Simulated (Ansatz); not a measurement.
# MP2/def2-SVP run of C2H5BO (SMILES B1CCO1)

Aim: the vertical ionisation energy of C2H5BO at MP2/def2-SVP, from 2 runs. 

Program for the calculation: Ansatz 0.2.0.

68 further runs of the same task are left out: 68 set aside as unsound or not needed.

### Step 1. The molecule

The species is C2H5BO (9 atoms), meant as a singlet with charge 0. SMILES: `B1CCO1`. The shape is that of a PBE0-D4/def2-TZVP optimisation.

Bond lengths: B1–C2 1.580 Å, C2–C3 1.533 Å, B1–O4 1.364 Å, C3–O4 1.455 Å, B1–H5 1.195 Å, C2–H6 1.091 Å, C2–H7 1.091 Å, C3–H8 1.092 Å, C3–H9 1.092 Å. Some angles: B1–C2–C3 80.2°, C2–B1–O4 95.4°, C2–C3–O4 93.7°, B1–O4–C3 90.7°, B1–C2–H6 117.4°, B1–C2–H7 117.4°, C3–C2–H6 115.4°, C3–C2–H7 115.4°, C2–B1–H5 139.9°, O4–B1–H5 124.7°.

### Step 2. The energy at MP2/def2-SVP

molecule.yaml

```yaml
crystal:
  periodic: [false, false, false]
  atoms:
    - {symbol: B, position_ang: [-0.402600, 0.301700, -1.082000]}
    - {symbol: C, position_ang: [0.506000, 0.617000, 0.171000]}
    - {symbol: C, position_ang: [-0.098600, -0.719600, 0.617700]}
    - {symbol: O, position_ang: [-0.884800, -0.878500, -0.596200]}
    - {symbol: H, position_ang: [-0.697000, 0.772800, -2.139500]}
    - {symbol: H, position_ang: [0.236300, 1.479000, 0.782200]}
    - {symbol: H, position_ang: [1.586200, 0.614100, 0.021000]}
    - {symbol: H, position_ang: [-0.757600, -0.681300, 1.487200]}
    - {symbol: H, position_ang: [0.600600, -1.551500, 0.721500]}
basis:
  gaussian: {orbitals: def2-SVP}
total_charge: 0
correlation: {method: mp2, frozen_orbitals: {B: 1, C: 1, H: 0, O: 1}}
accuracy: high
```

Started as:

```console
ansatz run molecule.yaml --threads 1 --pin off --max-ram 3480MiB --events-out events.jsonl --progress --plain --runs-dir runs
```

Output:

```text
Warning: RAYON_NUM_THREADS=1 ignored (pool sized by the plan → 1); use --threads N
Functional definition: HF
  name "HF"
  exchange = exact_x
  correlation = 0
1978 factors; integrals over basis functions are off by at most 3.5e-9 eV
mean field evaluation 1: about -4842.9014 eV, gradient 3.2e1 eV
mean field evaluation 2: about -4842.9055 eV, gradient 3.2e1 eV
mean field evaluation 4: about -4845.4167 eV, gradient 3.9e0 eV
mean field evaluation 8: about -4845.4580 eV, gradient 1.5e-4 eV
mean field -4845.45799209 eV, -178.0672968400 hartree, gradient 9.4e-8 eV, S^2 0.000000; 0 other end points of the search recorded, 0 dependent functions left out
4 core orbitals not correlated: weight in the atoms' cores, before any rotation towards them, 1.000 or more for the frozen orbitals, at most 0.000 for the correlated occupied ones
reference -4845.45799209 eV, -178.0672968400 hartree; 11, 11 occupied and 66, 66 virtual orbitals, 1978 factors
second order -14.73043924 eV of doubles, -0.00000000 eV of singles
Total energy: -4860.18843133 eV, -178.6086304975 hartree
```

It took 2.1 s on 1 thread of Arm Neoverse V2, shared host; peak memory 0.2 GiB.

### Step 3. The doublet cation at the same level

run.yaml

```yaml
crystal:
  periodic: [false, false, false]
  atoms:
    - {symbol: B, position_ang: [-0.402600, 0.301700, -1.082000]}
    - {symbol: C, position_ang: [0.506000, 0.617000, 0.171000]}
    - {symbol: C, position_ang: [-0.098600, -0.719600, 0.617700]}
    - {symbol: O, position_ang: [-0.884800, -0.878500, -0.596200]}
    - {symbol: H, position_ang: [-0.697000, 0.772800, -2.139500]}
    - {symbol: H, position_ang: [0.236300, 1.479000, 0.782200]}
    - {symbol: H, position_ang: [1.586200, 0.614100, 0.021000]}
    - {symbol: H, position_ang: [-0.757600, -0.681300, 1.487200]}
    - {symbol: H, position_ang: [0.600600, -1.551500, 0.721500]}
basis:
  gaussian:
    orbitals: def2-SVP
accuracy: high
correlation:
  method: mp2
  frozen_orbitals: {B: 1, C: 1, H: 0, O: 1}
total_charge: 1
magnetization:
  spin_polarized: true
  initial_magnetization: 1
```

Started as:

```console
ansatz run run.yaml --threads 1 --pin off --max-ram 3480MiB --events-out events.jsonl --progress --plain --runs-dir runs
```

Output, shortened:

```text
Warning: RAYON_NUM_THREADS=1 ignored (pool sized by the plan → 1); use --threads N
[... 2 set-up lines as earlier in the session ...]
[...]
1976 factors; integrals over basis functions are off by at most 3.5e-9 eV
[...]
mean field -4835.13354324 eV, -177.6878803430 hartree, gradient 3.2e-8 eV, S^2 0.764969; 6 other end points of the search recorded, 0 dependent functions left out
4 core orbitals not correlated: weight in the atoms' cores, before any rotation towards them, 1.000 or more for the frozen orbitals, at most 0.000 for the correlated occupied ones
reference -4835.13354324 eV, -177.6878803430 hartree; 11, 10 occupied and 66, 67 virtual orbitals, 1976 factors
second order -14.12964288 eV of doubles, -0.00000000 eV of singles
Total energy: -4849.26318613 eV, -178.2071351415 hartree
```

Wall time 5.4 s (1 thread of Arm Neoverse V2, shared host); peak memory 0.26 GiB.

### Step 4. Results

Level: MP2/def2-SVP, 4 core orbitals frozen.

```
                                                   quantity          value
                               singlet C2H5BO: total energy  -178.60863 Eh
singlet C2H5BO: correlation energy (4 core orbitals frozen)     -541.3 mEh
                               doublet cation: total energy  -178.20714 Eh
doublet cation: correlation energy (4 core orbitals frozen)     -519.3 mEh
          doublet cation: ⟨S²⟩ of the reference determinant          0.765
         vertical ionisation energy (to the doublet cation)      10.925 eV
```

In words: Removing an electron at fixed nuclei costs 10.93 eV (252 kcal/mol).
